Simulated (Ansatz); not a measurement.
# CH6Si: the cost of one run

Method: PBE0-D4/def2-TZVP structures, single points in def2-TZVPP, no counterpoise correction; program: Ansatz 0.2.0, Gaussian basis.

Levels: SPW92, PBE-D4, BLYP-D4, r2SCAN-D4, B97M-V, PBE0-D4, B3LYP-D4, r2SCAN0-D4, BHLYP-D4, CAM-B3LYP-D4, wB97X-V, wB97M-V, B2PLYP, PBE-QIDH, RPA on PBE, Hartree-Fock, MP2, CCSD, CCSD(T).

Correlated methods freeze the cores. B3LYP uses VWN-RPA correlation. B2PLYP carries no dispersion term here.

94 further runs of the same task are left out: 94 set aside as unsound or not needed. Runs told in other sessions of the task aren't counted.

## Step 1: Where the work starts

The complex: 15 atoms, charge 0, spin multiplicity 1.

Atoms are counted from 1 here; the program's logs count them from 0.

Bond lengths: Si1–H2 1.487 Å, Si1–H3 1.486 Å, Si1–H4 1.495 Å, Si1–C5 1.870 Å, C5–H9 1.093 Å, C5–H10 1.090 Å, C5–H11 1.093 Å, H6–N7 1.012 Å, N7–C8 1.454 Å, N7–H12 1.012 Å, C8–H13 1.092 Å, C8–H14 1.099 Å, C8–H15 1.092 Å. Angles: H2–Si1–H3 109.7°, H2–Si1–H4 106.6°, H2–Si1–C5 112.4°, H3–Si1–H4 106.7°, H3–Si1–C5 112.5°, H4–Si1–C5 108.5°, Si1–C5–H9 110.5°, Si1–C5–H10 110.1°, Si1–C5–H11 110.6°, H9–C5–H10 108.7°, H9–C5–H11 107.9°, H10–C5–H11 108.8°, H6–N7–C8 110.6°, H6–N7–H12 106.9°, C8–N7–H12 110.6°, N7–C8–H13 109.3°, N7–C8–H14 115.0°, N7–C8–H15 109.3° and more.

As a file:

```mol
C2H11NSi
  3D, bonds by distance, orders not assigned

 15 13  0  0  0  0  0  0  0  0999 V2000
   -0.8791   -0.9410    1.0654 Si  0  0
    0.4876   -0.6945    1.5963 H   0  0
   -0.7901   -1.5802   -0.2733 H   0  0
   -1.5176   -1.9388    1.9766 H   0  0
   -1.9295    0.6063    1.0508 C   0  0
    1.3667    1.5610   -0.4395 H   0  0
    0.9168    0.8032   -0.9374 N   0  0
    1.8846   -0.2220   -1.2929 C   0  0
   -2.9400    0.3804    0.7023 H   0  0
   -1.4892    1.3525    0.3890 H   0  0
   -2.0073    1.0286    2.0554 H   0  0
    0.5005    1.2037   -1.7686 H   0  0
    1.3758   -1.0293   -1.8238 H   0  0
    2.7182    0.1247   -1.9189 H   0  0
    2.3027   -0.6543   -0.3812 H   0  0
  1  2  8  0
  1  3  8  0
  1  4  8  0
  1  5  8  0
  5  9  8  0
  5 10  8  0
  5 11  8  0
  6  7  8  0
  7  8  8  0
  7 12  8  0
  8 13  8  0
  8 14  8  0
  8 15  8  0
M  END
```

Its parts: CH₆Si holds atoms 1, 2, 3, 4, 5, 9, 10, 11; CH₅N holds atoms 6, 7, 8, 12, 13, 14, 15. Each part counts its atoms afresh in its own runs.

## Step 2: Relaxing CH₆Si alone

Contents of relax-a/in.yaml:

```yaml
crystal:
  periodic: [false, false, false]
  atoms:
    - {symbol: Si, position_ang: [-0.879115, -0.941022, 1.065384]}
    - {symbol: H, position_ang: [0.487585, -0.694506, 1.596259]}
    - {symbol: H, position_ang: [-0.790069, -1.580195, -0.273284]}
    - {symbol: H, position_ang: [-1.517626, -1.938836, 1.976555]}
    - {symbol: C, position_ang: [-1.929455, 0.606298, 1.050827]}
    - {symbol: H, position_ang: [-2.939982, 0.380436, 0.702288]}
    - {symbol: H, position_ang: [-1.489243, 1.352514, 0.388995]}
    - {symbol: H, position_ang: [-2.007255, 1.028599, 2.055410]}
basis:
  gaussian: {orbitals: def2-TZVP}
hamiltonian: {xc: pbe0, dispersion: d4}
relax: {f_tol: 0.005, max_steps: 200}
```

Launch:

```
> ansatz run in.yaml --threads 8 --pin off --events-out ev --progress --plain --max-ram 19148MiB
```

**Question.** How long does this run take on 8 threads of Intel Xeon at 2.50GHz, shared host?

About 6.5 s.
